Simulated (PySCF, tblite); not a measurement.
# C6H4O4+ (doublet): geometry, infrared bands and EPR parameters

What infrared bands and EPR parameters should C6H4O4+ (doublet) (`O=CO[C+]1[CH]C=CC(=O)O1`) show?

Computed with tblite 0.8.0 and PySCF 2.14.0, with density-fitted response routines of our own, on a single molecule in the gas phase. Atoms count from 0, in the outputs and in this text.

### Step 1. The molecule as given

14 atoms, charge 1, multiplicity 2; geometry from: force field or distance geometry start.

Bonds of the start (Å): O0–C1 1.22, C1–O2 1.35, O2–C3 1.40, C3–C4 1.43, C4–C5 1.43, C5–C6 1.34, C6–C7 1.49, C7–O8 1.22, C7–O9 1.36, O9–C3 1.41, C1–H10 1.10, C4–H11 1.09, C5–H12 1.08, C6–H13 1.08.

### Step 2. Relaxing the molecule with GFN2-xTB

What the job is given:

```
{"job": {"kind": "relax", "xc": "GFN2-xTB", "basis": "xTB"}, "charge": 1, "multiplicity": 2}
O      2.618500     0.953100     1.434400
C      2.857200     0.479900     0.332000
O      2.032500    -0.163400    -0.522800
C      0.678000    -0.091800    -0.172700
C     -0.170000    -1.146500    -0.639800
C     -1.592500    -1.091600    -0.468000
C     -2.121300     0.012900     0.067900
C     -1.286200     1.173100     0.471600
O     -1.830200     2.174200     0.907700
O      0.058700     1.076000     0.311000
H      3.870200     0.459900    -0.097300
H      0.270300    -2.013000    -1.126000
H     -2.202500    -1.935800    -0.751400
H     -3.183500     0.112400     0.231300
```

Launch:

```bash
$ OMP_NUM_THREADS=1 python probes_run.py task.json out
```

One launch serves the whole session: the jobs run in the order shown.

**Question.** This job is followed by: GFN2-xTB harmonic vibrations, gas phase; UKS B3LYP, pcH-1 on C H O, non-relativistic, mean-field spin-orbit, GIAO. Predict these results of the whole session: strongest single infrared mode (GFN2-xTB); zero-point energy (GFN2-xTB); g(iso) (B3LYP); ⟨S²⟩; largest a(iso).

**Answer**, as computed:

```
                                 quantity                  value
strongest single infrared mode (GFN2-xTB)  1850 cm⁻¹, 207 km/mol
             zero-point energy (GFN2-xTB)          54.8 kcal/mol
                           g(iso) (B3LYP)                2.00405
                                     ⟨S²⟩     0.774 (exact 0.75)
                           largest a(iso)    13C on C6, 42.7 MHz
```

**Reading.** Relaxing lowered the energy by 0.876 eV in 56 steps; the close pair that moved most is C3–O9, from 1.408 to 1.293 Å. No mode is imaginary among the 36: a minimum at this level. The strongest single mode, at 1850 cm⁻¹, moves mainly C1 and O0. GFN2-xTB is a fitted tight-binding method: band positions and strengths are rough. Its intensities can rank the bands wrongly. The largest spin populations lie on C6 (0.50 e), C4 (0.40 e). The isotropic g lies 1.7 ppt above the free-electron value. These values are for one conformer; the search (at its own cheap level) found 2 more, at 0.02, 1.88 kcal/mol (those within 0.05 may be mirror or relabelled copies), and measured spectra average over such forms.
